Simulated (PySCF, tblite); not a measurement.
# C3H13ClSi4: geometry, infrared bands and NMR shifts

Wanted: the infrared bands and NMR shifts of C3H13ClSi4 (`ClCCC1[SiH2][SiH2][SiH2][SiH2]1`), by calculation.

Computed with tblite 0.8.0 and PySCF 2.14.0, with density-fitted response routines of our own, on a single molecule in the gas phase. Atoms count from 0, in the outputs and in this text.

### Step 1. The starting structure

21 atoms, charge 0, multiplicity 1; geometry from: force field or distance geometry start.

Bonds of the start (Å): Cl0–C1 1.79, C1–C2 1.52, C2–C3 1.55, C3–Si4 1.89, Si4–Si5 2.33, Si5–Si6 2.32, Si6–Si7 2.33, Si7–C3 1.90, C1–H8 1.09, C1–H9 1.09, C2–H10 1.10, C2–H11 1.10, C3–H12 1.12, Si4–H13 1.48, Si4–H14 1.50, Si5–H15 1.50, Si5–H16 1.49, Si6–H17 1.50, Si6–H18 1.48, Si7–H19 1.48, Si7–H20 1.48.

### Step 2. Geometry optimisation with GFN2-xTB

What the job is given:

```
{"job": {"kind": "relax", "xc": "GFN2-xTB", "basis": "xTB"}, "charge": 0, "multiplicity": 1}
Cl     3.106900    -0.583900     2.044500
C      3.013100     0.266800     0.472000
C      1.979600    -0.358700    -0.446500
C      0.509500    -0.297100     0.052900
Si    -0.292200     1.411400     0.139300
Si    -2.520100     1.133500     0.746100
Si    -2.841300    -0.969000    -0.168800
Si    -0.704200    -1.269500    -1.045300
H      2.825000     1.316100     0.678500
H      4.005200     0.186700     0.028600
H      2.042600     0.147500    -1.425100
H      2.250700    -1.404100    -0.631000
H      0.446600    -0.756500     1.067200
H      0.437200     2.263800     1.107300
H     -0.199900     2.066800    -1.201800
H     -2.666400     1.097200     2.242300
H     -3.396200     2.172500     0.144300
H     -3.129800    -1.976700     0.901600
H     -3.893700    -0.982800    -1.214500
H     -0.638800    -0.740800    -2.430100
H     -0.342600    -2.706100    -1.062000
```

The run is started by

```bash
$ OMP_NUM_THREADS=1 python probes_run.py task.json out
```

The driver reads the jobs from task.json and runs them one after another.

**Question.** This job is followed by: GFN2-xTB harmonic vibrations, gas phase; GIAO PBE0/pcSseg-1 NMR shielding, non-relativistic, gas phase. What will the session give for the following? strongest single infrared mode (GFN2-xTB); zero-point energy (GFN2-xTB); ¹³C shifts against TMS (PBE0/pcSseg-1); ¹H shifts against TMS (PBE0/pcSseg-1, means over atoms taken as alike); ³⁵Cl shifts against HCl (PBE0/pcSseg-1); ²⁹Si shifts against TMS (PBE0/pcSseg-1, means over atoms taken as alike).

The runs gave:

| quantity | value |
| --- | --- |
| strongest single infrared mode (GFN2-xTB) | 2198 cm⁻¹, 1191 km/mol |
| zero-point energy (GFN2-xTB) | 87.1 kcal/mol |
| ¹³C shifts against TMS (PBE0/pcSseg-1) | 53.7, 39.0, 7.1 ppm |
| ¹H shifts against TMS (PBE0/pcSseg-1, means over atoms taken as alike) | 4.27, 3.83, 3.72, 3.50, 3.47, 2.01, 1.14 ppm |
| ³⁵Cl shifts against HCl (PBE0/pcSseg-1) | 59 ppm |
| ²⁹Si shifts against TMS (PBE0/pcSseg-1, means over atoms taken as alike) | -62.3, -125.0 ppm |

Relaxing lowered the energy by 0.301 eV in 96 steps; the close pair that moved most is Si5–H15, from 1.504 to 1.469 Å. No mode is imaginary among the 57: a minimum at this level. The strongest single mode, at 2198 cm⁻¹, is carried by H18, H20, H15, H17. Unscaled tight-binding wavenumbers are off by several per cent, some by more. Its intensities can rank the bands wrongly. C1 (sp3 CH2 bonded to Cl) lies farthest downfield among carbon, at 53.7 ppm; deshielded by the electronegative neighbour. At PBE0/pcSseg-1: The widest tensor belongs to Cl0: span 364 ppm, with a paramagnetic part of -255 ppm.
